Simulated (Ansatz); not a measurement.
# BiTe: the cost of one run

Method: DFT r²SCAN, scalar-relativistic, plane waves, PAW, in Ansatz 0.2.0.

1 further run of the same task is left out (it didn't finish).

### 1 Starting point

It takes space group Pm-3m (No. 221, cubic). Conventional cell: a = 3.904 Å, b = 3.904 Å, c = 3.904 Å, α = 90.00°, β = 90.00°, γ = 90.00°. Bi (site symmetry m-3m) has 8 Te at 3.38 Å as nearest neighbours. Te (site symmetry m-3m) has 8 Bi at 3.38 Å as nearest neighbours.

As a file:

```xyz
2
Lattice="3.9041 0.0000 0.0000 0.0000 3.9041 0.0000 0.0000 0.0000 3.9041" Properties=species:S:1:pos:R:3 pbc="T T T"
Bi    0.0000    0.0000    0.0000
Te    1.9521    1.9521    1.9521
```

An earlier run at r²SCAN left this cell at 29.754 Å³/atom and 0.00 GPa (10×10×10 mesh).

Volume factors to run: 0.980, 1.020, 0.960, 1.040, 1.070.

### 2 Volume × 0.980

File input.yaml:

```yaml
crystal:
  lattice:
    - [3.8779296675, 0.0, 0.0]
    - [0.0, 3.8779296675, 0.0]
    - [0.0, 0.0, 3.8779296675]
  atoms:
    - { symbol: Bi, position: [0.0, 0.0, 0.0] }
    - { symbol: Te, position: [0.5, 0.5, 0.5] }
basis:
  ecutwfc: 500
  ecutrho_ratio: 4
kpoints:
  mp_grid: { grid: [10, 10, 10] }
hamiltonian:
  xc: r2scan
scf:
  occupations: { method: gaussian, width: 0.05 }
output:
  forces: true
  stress: true
  eigenvalues: true
```

Command:

```sh
$ ansatz run input.yaml --threads 2 --pin off --max-ram 2662MiB --backend cpu --events-out ev --progress --plain --runs-dir out
```

Q: Estimate wall time and peak memory on 2 threads of Arm Neoverse V2, shared host.

About 3.8 s, with a peak of 0.48 GiB.
